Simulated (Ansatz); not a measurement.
# GeCl(OiPr)3 (C₉H₂₁ClGeO₃): one molecule under many settings

How do the results and run time of GeCl(OiPr)3 (C₉H₂₁ClGeO₃) respond when the settings are drawn wide?

Computed with Ansatz 0.2.0, Gaussian basis. Level: the settings change from run to run.

## 1. The molecule

The structure was relaxed beforehand with r2SCAN-D4/def2-SVP.

35 atoms, charge 0, spin multiplicity 1.

Atoms are counted from 1 here; the program's logs count them from 0.

Bond lengths: Ge1–Cl2 2.153 Å, Ge1–O3 1.764 Å, Ge1–O14 1.751 Å, Ge1–O25 1.755 Å, O3–C4 1.439 Å, C4–C5 1.518 Å, C4–C6 1.521 Å, C4–H7 1.108 Å, C5–H8 1.102 Å, C5–H9 1.101 Å, C5–H10 1.100 Å, C6–H11 1.101 Å, C6–H12 1.102 Å, C6–H13 1.101 Å, O14–C15 1.443 Å, C15–C16 1.518 Å, C15–C17 1.520 Å, C15–H18 1.109 Å and more. Angles: Cl2–Ge1–O3 107.7°, Cl2–Ge1–O14 112.3°, Cl2–Ge1–O25 106.9°, O3–Ge1–O14 107.5°, O3–Ge1–O25 115.2°, O14–Ge1–O25 107.5°, Ge1–O3–C4 122.4°, O3–C4–C5 106.5°, O3–C4–C6 110.3°, O3–C4–H7 108.7°, C5–C4–C6 112.9°, C5–C4–H7 109.0°, C6–C4–H7 109.2°, C4–C5–H8 110.0°, C4–C5–H9 110.7°, C4–C5–H10 110.5°, H8–C5–H9 108.6°, H8–C5–H10 108.3° and more.

## 2. CAM-B3LYP/6-31G

Set apart from the defaults: unrestricted orbitals, coordinates scaled by 1.12, finite nuclei, D3(BJ) with three-body dispersion.

in.yaml reads:

```yaml
crystal:
  periodic: [false, false, false]
  atoms:
    - {symbol: Ge, position_ang: [-0.415130, -0.253045, 1.072897]}
    - {symbol: Cl, position_ang: [-0.410316, -0.633890, 3.454088]}
    - {symbol: O, position_ang: [1.465215, -0.091734, 0.488141]}
    - {symbol: C, position_ang: [2.598321, -1.151401, 0.923992]}
    - {symbol: C, position_ang: [4.096392, -0.394668, 0.655598]}
    - {symbol: C, position_ang: [2.420532, -2.601897, 0.047652]}
    - {symbol: H, position_ang: [2.476389, -1.388546, 2.136184]}
    - {symbol: H, position_ang: [4.222401, -0.119600, -0.540628]}
    - {symbol: H, position_ang: [5.024891, -1.134256, 0.988838]}
    - {symbol: H, position_ang: [4.173175, 0.650021, 1.303912]}
    - {symbol: H, position_ang: [1.309869, -3.102074, 0.242431]}
    - {symbol: H, position_ang: [2.535788, -2.382648, -1.161555]}
    - {symbol: H, position_ang: [3.279600, -3.422013, 0.381024]}
    - {symbol: O, position_ang: [-1.328285, 1.413174, 0.587777]}
    - {symbol: C, position_ang: [-0.786421, 2.845810, 1.102161]}
    - {symbol: C, position_ang: [-2.150792, 3.837709, 1.313217]}
    - {symbol: C, position_ang: [0.330095, 3.469490, -0.021855]}
    - {symbol: H, position_ang: [-0.224948, 2.697458, 2.200351]}
    - {symbol: H, position_ang: [-2.747578, 3.964573, 0.240563]}
    - {symbol: H, position_ang: [-1.821455, 4.956309, 1.714415]}
    - {symbol: H, position_ang: [-2.925101, 3.336578, 2.130014]}
    - {symbol: H, position_ang: [1.284862, 2.700892, -0.149137]}
    - {symbol: H, position_ang: [-0.213515, 3.605779, -1.121736]}
    - {symbol: H, position_ang: [0.752501, 4.569432, 0.344421]}
    - {symbol: O, position_ang: [-1.419035, -1.734108, 0.259547]}
    - {symbol: C, position_ang: [-2.151299, -1.512546, -1.166673]}
    - {symbol: C, position_ang: [-3.164509, -2.857003, -1.391634]}
    - {symbol: C, position_ang: [-1.000881, -1.330793, -2.410082]}
    - {symbol: H, position_ang: [-2.839159, -0.483700, -1.098272]}
    - {symbol: H, position_ang: [-2.492981, -3.891089, -1.436922]}
    - {symbol: H, position_ang: [-3.798781, -2.751987, -2.443870]}
    - {symbol: H, position_ang: [-3.961415, -2.954470, -0.457766]}
    - {symbol: H, position_ang: [-0.265194, -0.362249, -2.199452]}
    - {symbol: H, position_ang: [-0.294711, -2.339663, -2.491394]}
    - {symbol: H, position_ang: [-1.558502, -1.153810, -3.496213]}
basis:
  gaussian: {orbitals: 6-31G, nuclear_model: gaussian}
magnetization: {spin_polarized: true, initial_magnetization: 0}
hamiltonian: {xc: {name: CAM-B3LYP}, dispersion: d3bjatm}
scf: {omitted_lower_state_checks: [starts]}
```

Launch:

```sh
> ansatz run in.yaml --threads 2 --pin off --events-out ev --progress --plain --max-ram 32768MiB --backend cuda --devices 0, --max-vram 18GiB
```

The log of the run:

```text
Functional definition: CAM-B3LYP
  name "CAM-B3LYP"
  cite "Yanai, Tew & Handy, Chem. Phys. Lett. 393, 51 (2004) doi:10.1016/j.cplett.2004.06.011"
  cite "Iikura, Tsuneda, Yanai & Hirao, J. Chem. Phys. 115, 3540 (2001) doi:10.1063/1.1383587"
  cite "Becke, Phys. Rev. A 38, 3098 (1988) doi:10.1103/PhysRevA.38.3098"
  cite "Lee, Yang & Parr, Phys. Rev. B 37, 785 (1988) doi:10.1103/PhysRevB.37.785"
  cite "Vosko, Wilk & Nusair, Can. J. Phys. 58, 1200 (1980) doi:10.1139/p80-159"
  parameter alpha = 0.19
  parameter beta = 0.46
  parameter omega = 0.33/bohr
  parameter ac = 0.81
  # Exact exchange under (alpha + beta erf(omega r))/r, Becke's under what is left of 1/r.
  exchange = (1 - alpha - beta)*b88_x + beta*b88_x_sr(omega) + alpha*exact_x + beta*exact_x_lr(omega)
  correlation = (1 - ac)*vwn5_c + ac*lyp_c
these checks for a lower state are left out or cut short: starts
2430 factors; integrals over basis functions are off by at most 2.2e-4 eV
951 factors; integrals over basis functions are off by at most 8.1e-6 eV
mean field evaluation 1: about -84818.1209 eV, gradient 5.7e1 eV
mean field evaluation 2: about -84802.9428 eV, gradient 8.6e1 eV
mean field evaluation 4: about -84831.6356 eV, gradient 3.0e0 eV
mean field evaluation 8: about -84831.9983 eV, gradient 7.6e-1 eV
mean field evaluation 16: about -84832.0017 eV, gradient 8.3e-4 eV
mean field -84832.00169500 eV, -3117.5185610953 hartree, gradient 1.8e-5 eV, S^2 0.000000; 0 other end points of the search recorded, 0 dependent functions left out
reference -84832.00190112 eV, -3117.5185686699 hartree; 74, 74 occupied and 118, 118 virtual orbitals, 2430 factors
Total energy: -84832.70642676 eV, -3117.5444595096 hartree
Checks for a lower state left out: starts
```

Run time: 4.9 s. Hardware: 1 × H100 (card shared with other runs) with 2 threads of AMD EPYC 7R13, shared host.

⟨S²⟩ 0.000.

## 3. MP2/cc-pVDZ

Set apart from the defaults: density fitting with cc-pVTZ-jkfit, correlated electrons set to all, the search for lower states set to off.

in.yaml reads:

```yaml
crystal:
  periodic: [false, false, false]
  atoms:
    - {symbol: Ge, position_ang: [-0.370652, -0.225933, 0.957944]}
    - {symbol: Cl, position_ang: [-0.366354, -0.565973, 3.084007]}
    - {symbol: O, position_ang: [1.308228, -0.081906, 0.435840]}
    - {symbol: C, position_ang: [2.319929, -1.028037, 0.824993]}
    - {symbol: C, position_ang: [3.657493, -0.352382, 0.585355]}
    - {symbol: C, position_ang: [2.161189, -2.323122, 0.042546]}
    - {symbol: H, position_ang: [2.211061, -1.239773, 1.907307]}
    - {symbol: H, position_ang: [3.770001, -0.106786, -0.482704]}
    - {symbol: H, position_ang: [4.486510, -1.012729, 0.882891]}
    - {symbol: H, position_ang: [3.726049, 0.580376, 1.164208]}
    - {symbol: H, position_ang: [1.169526, -2.769709, 0.216456]}
    - {symbol: H, position_ang: [2.264097, -2.127364, -1.037103]}
    - {symbol: H, position_ang: [2.928214, -3.055369, 0.340200]}
    - {symbol: O, position_ang: [-1.185969, 1.261763, 0.524801]}
    - {symbol: C, position_ang: [-0.702162, 2.540902, 0.984072]}
    - {symbol: C, position_ang: [-1.920350, 3.426525, 1.172515]}
    - {symbol: C, position_ang: [0.294728, 3.097759, -0.019513]}
    - {symbol: H, position_ang: [-0.200846, 2.408445, 1.964599]}
    - {symbol: H, position_ang: [-2.453194, 3.539797, 0.214789]}
    - {symbol: H, position_ang: [-1.626299, 4.425276, 1.530728]}
    - {symbol: H, position_ang: [-2.611697, 2.979087, 1.901798]}
    - {symbol: H, position_ang: [1.147198, 2.411511, -0.133158]}
    - {symbol: H, position_ang: [-0.190638, 3.219446, -1.001550]}
    - {symbol: H, position_ang: [0.671876, 4.079850, 0.307518]}
    - {symbol: O, position_ang: [-1.266995, -1.548310, 0.231739]}
    - {symbol: C, position_ang: [-1.920803, -1.350487, -1.041672]}
    - {symbol: C, position_ang: [-2.825455, -2.550895, -1.242531]}
    - {symbol: C, position_ang: [-0.893643, -1.188208, -2.151859]}
    - {symbol: H, position_ang: [-2.534964, -0.431875, -0.980600]}
    - {symbol: H, position_ang: [-2.225876, -3.474186, -1.282966]}
    - {symbol: H, position_ang: [-3.391769, -2.457131, -2.182027]}
    - {symbol: H, position_ang: [-3.536978, -2.637920, -0.408719]}
    - {symbol: H, position_ang: [-0.236780, -0.323436, -1.963796]}
    - {symbol: H, position_ang: [-0.263135, -2.088985, -2.224459]}
    - {symbol: H, position_ang: [-1.391520, -1.030188, -3.121618]}
basis:
  gaussian: {orbitals: cc-pVDZ, fitting: {mean_field: cc-pVTZ-jkfit}}
hamiltonian: {xc: {name: HF}}
correlation: {method: mp2, electrons: all}
scf: {lower_state_search: off}
```

Same command.

The log of the run:

```text
Functional definition: HF
  name "HF"
  cite "Fock, Z. Phys. 61, 126 (1930) doi:10.1007/BF01340294"
  parent pbe
  exchange = exact_x
  correlation = 0
these checks for a lower state are left out or cut short: stability, starts, cluster_reference, orbital_swaps, neighbouring_geometries, increment
1906 factors; integrals over basis functions are off by at most 1.1e-1 eV
mean field evaluation 1: about -84689.7061 eV, gradient 6.0e1 eV
mean field evaluation 2: about -84697.1440 eV, gradient 2.9e1 eV
mean field evaluation 4: about -84698.8516 eV, gradient 1.8e0 eV
mean field evaluation 8: about -84698.8620 eV, gradient 2.9e-6 eV
mean field -84698.86203625 eV, -3112.6257688814 hartree, gradient 2.9e-6 eV, S^2 0.000000; 0 other end points of the search recorded, 0 dependent functions left out
reference -84698.86203625 eV, -3112.6257688814 hartree; 74, 74 occupied and 244, 244 virtual orbitals, 1906 factors
second order -58.55323105 eV of doubles, -0.00000000 eV of singles
Total energy: -84757.41526730 eV, -3114.7775604337 hartree
Checks for a lower state left out: stability, starts, cluster_reference, orbital_swaps, neighbouring_geometries, increment
```

Wall time 2.1 s (1 × H100 (card shared with other runs) with 2 threads of AMD EPYC 7R13, shared host).

## 4. revPBE/def2-mTZVPP

This run has density fitting with def2-universal-jkfit, D4 dispersion.

Edit in.yaml of step 3 so:

```diff
@@ -39,5 +39,4 @@
 basis:
-  gaussian: {orbitals: cc-pVDZ, fitting: {mean_field: cc-pVTZ-jkfit}}
-hamiltonian: {xc: {name: HF}}
-correlation: {method: mp2, electrons: all}
-scf: {lower_state_search: off}
+  gaussian: {orbitals: def2-mTZVPP, fitting: {mean_field: def2-universal-jkfit}}
+hamiltonian: {xc: {name: revPBE}, dispersion: d4}
+scf: {omitted_lower_state_checks: [starts]}
```

Same command.

The log of the run, shortened:

```text
Functional definition: revPBE
  name "revPBE"
  cite "Zhang & Yang, Phys. Rev. Lett. 80, 890 (1998) doi:10.1103/PhysRevLett.80.890"
  cite "Perdew, Burke & Ernzerhof, Phys. Rev. Lett. 77, 3865 (1996) doi:10.1103/PhysRevLett.77.3865"
[...]
1678 factors; integrals over basis functions are off by at most 8.7e-1 eV
[...]
mean field -84854.84264566 eV, -3118.3579505499 hartree, gradient 7.5e-5 eV, S^2 0.000000; 0 other end points of the search recorded, 0 dependent functions left out
reference -84854.84272702 eV, -3118.3579535399 hartree; 74, 74 occupied and 337, 337 virtual orbitals, 1678 factors
Total energy: -84857.80415487 eV, -3118.4667840059 hartree
Checks for a lower state left out: starts
```

It took 3.4 s on 1 × H100 (card shared with other runs) with 2 threads of AMD EPYC 7R13, shared host.

## 5. RPA/def2-mTZVPP

This run has density fitting with def2-universal-jkfit, a grid of angular degree 11, a point charge of -1.00 e beside it, the search for lower states set to full.

Edit in.yaml of step 4 so:

```diff
@@ -39,4 +39,5 @@
 basis:
-  gaussian: {orbitals: def2-mTZVPP, fitting: {mean_field: def2-universal-jkfit}}
-hamiltonian: {xc: {name: revPBE}, dispersion: d4}
-scf: {omitted_lower_state_checks: [starts]}
+  gaussian: {orbitals: def2-mTZVPP, fitting: {mean_field: def2-universal-jkfit}, final_grid: {core_spheres: 5, valence_spheres: 4, degree: 11}, point_charges: [{charge: -1.00, position_ang: [7.139, -0.339, -0.897]}]}
+hamiltonian: {xc: {name: HF}}
+correlation: {method: rpa}
+scf: {lower_state_search: full}
```

Same command.

The log of the run:

```text
Functional definition: HF
  name "HF"
  cite "Fock, Z. Phys. 61, 126 (1930) doi:10.1007/BF01340294"
  parent pbe
  exchange = exact_x
  correlation = 0
1678 factors; integrals over basis functions are off by at most 8.7e-1 eV
mean field evaluation 1: about -84694.3594 eV, gradient 6.6e1 eV
mean field evaluation 2: about -84702.0883 eV, gradient 3.7e1 eV
mean field evaluation 4: about -84704.4491 eV, gradient 2.2e0 eV
mean field evaluation 8: about -84704.4620 eV, gradient 1.8e-6 eV
mean field -84704.46198582 eV, -3112.8315632325 hartree, gradient 1.8e-6 eV, S^2 0.000000; 0 other end points of the search recorded, 0 dependent functions left out
26 core orbitals not correlated: weight in the atoms' cores, before any rotation towards them, 1.000 or more for the frozen orbitals, at most 0.000 for the correlated occupied ones
reference -84704.46198582 eV, -3112.8315632325 hartree; 48, 48 occupied and 337, 337 virtual orbitals, 1678 factors
Total energy: -84778.04173799 eV, -3115.5355692504 hartree
```

Run time: 8.5 s. Hardware: 1 × H100 (card shared with other runs) with 2 threads of AMD EPYC 7R13, shared host; peak host memory 1.7 GiB.

## 6. All runs side by side

| level | charge | multiplicity | geometry | functions | energy (eV) | time |
| --- | --- | --- | --- | --- | --- | --- |
| CAM-B3LYP/6-31G | 0 | 1 | scaled | 192 | -84832.706 | 4.9 s |
| MP2/cc-pVDZ | 0 | 1 | relaxed | 318 | -84757.415 | 2.1 s |
| revPBE/def2-mTZVPP | 0 | 1 | relaxed | 411 | -84857.804 | 3.4 s |
| RPA/def2-mTZVPP | 0 | 1 | relaxed, point charge | 411 | -84778.042 | 8.5 s |

## 7. Summary of results

| quantity | value |
| --- | --- |
| runs | 4 |
| quickest | MP2/cc-pVDZ, 2.1 s |
| slowest | RPA/def2-mTZVPP, 8.5 s |
| spread of total energies, same state and geometry | 100.4 eV |

**Reading.** Run time spans a factor of 4, from MP2/cc-pVDZ to RPA/def2-mTZVPP. The jobs differ in tasks and options as well as level. The totals spread over 100 eV; they can't be compared across methods or bases.
